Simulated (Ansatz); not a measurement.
# AlFH7O3Si: the cost of one run

Computed with Ansatz 0.2.0, Gaussian basis. Level: PBE0-D4, def2-SVP first, then def2-TZVP.

191 further runs of the same task are left out: 1 that didn't finish, 190 set aside as unsound or not needed.

## (1) Starting geometry

The guess: 13 atoms, charge 0, spin multiplicity 2.

Atoms are counted from 1 here; the program's logs count them from 0.

Bond lengths: Al1–O2 1.884 Å, Al1–F4 1.695 Å, Al1–O6 1.798 Å, O2–Si3 1.641 Å, Si3–H9 1.463 Å, Si3–H10 1.459 Å, Si3–H11 1.468 Å, H5–O8 1.144 Å, O6–H12 0.956 Å, H7–O8 1.145 Å, O8–H13 0.964 Å. Angles: O2–Al1–F4 144.3°, O2–Al1–O6 100.1°, F4–Al1–O6 115.5°, Al1–O2–Si3 150.2°, O2–Si3–H9 106.1°, O2–Si3–H10 109.0°, O2–Si3–H11 105.2°, H9–Si3–H10 112.8°, H9–Si3–H11 111.1°, H10–Si3–H11 112.0°, Al1–O6–H12 141.3°, H5–O8–H7 87.1°, H5–O8–H13 108.0°, H7–O8–H13 106.3°.

Coordinates:

| atom | x (Å) | y (Å) | z (Å) |
| --- | --- | --- | --- |
| Al1 | -1.5750 | 0.6410 | -0.1817 |
| O2 | -0.1572 | -0.5925 | -0.3109 |
| Si3 | 0.4190 | -2.0544 | -0.7825 |
| F4 | -3.1990 | 0.9191 | -0.5813 |
| H5 | 0.4396 | 1.4875 | 0.9746 |
| O6 | -0.8110 | 1.8900 | 0.8614 |
| H7 | 0.7886 | 0.0924 | 0.3280 |
| O8 | 1.4123 | 0.8978 | 0.8516 |
| H9 | 0.9428 | -2.6942 | 0.4249 |
| H10 | -0.6617 | -2.8144 | -1.4008 |
| H11 | 1.4966 | -1.7556 | -1.7333 |
| H12 | -1.0297 | 2.6583 | 1.3873 |
| H13 | 1.9347 | 1.3250 | 0.1626 |

Distances that are to change: Al1–O6 1.80 Å, H5–O8 1.14 Å, O2–H7 1.33 Å, Al1–O2 1.88 Å, H5–O6 1.32 Å, H7–O8 1.15 Å.

## (2) Constrained relaxation of the guess

hold/in.yaml

```yaml
crystal:
  periodic: [false, false, false]
  atoms:
    - {symbol: Al, position_ang: [-1.575000, 0.641000, -0.181700]}
    - {symbol: O, position_ang: [-0.157200, -0.592500, -0.310900]}
    - {symbol: Si, position_ang: [0.419000, -2.054400, -0.782500]}
    - {symbol: F, position_ang: [-3.199000, 0.919100, -0.581300]}
    - {symbol: H, position_ang: [0.439600, 1.487500, 0.974600]}
    - {symbol: O, position_ang: [-0.811000, 1.890000, 0.861400]}
    - {symbol: H, position_ang: [0.788600, 0.092400, 0.328000]}
    - {symbol: O, position_ang: [1.412300, 0.897800, 0.851600]}
    - {symbol: H, position_ang: [0.942800, -2.694200, 0.424900]}
    - {symbol: H, position_ang: [-0.661700, -2.814400, -1.400800]}
    - {symbol: H, position_ang: [1.496600, -1.755600, -1.733300]}
    - {symbol: H, position_ang: [-1.029700, 2.658300, 1.387300]}
    - {symbol: H, position_ang: [1.934700, 1.325000, 0.162600]}
basis:
  gaussian: {orbitals: def2-SVP}
magnetization: {spin_polarized: true, initial_magnetization: 1}
hamiltonian: {xc: pbe0, dispersion: d4}
relax: {f_tol: 0.04, max_steps: 150, escape_saddle: false, constraints: [{distance: [0, 5]}, {distance: [4, 7]}, {distance: [1, 6]}, {distance: [0, 1]}, {distance: [4, 5]}, {distance: [6, 7]}]}
```

Command:

```console
ansatz run in.yaml --threads 4 --pin off --events-out ev --progress --plain --max-ram 66560MiB --backend cpu
```

**Question.** How long does this run take on 4 threads of AMD EPYC 7R13, shared host?

About 67 s.
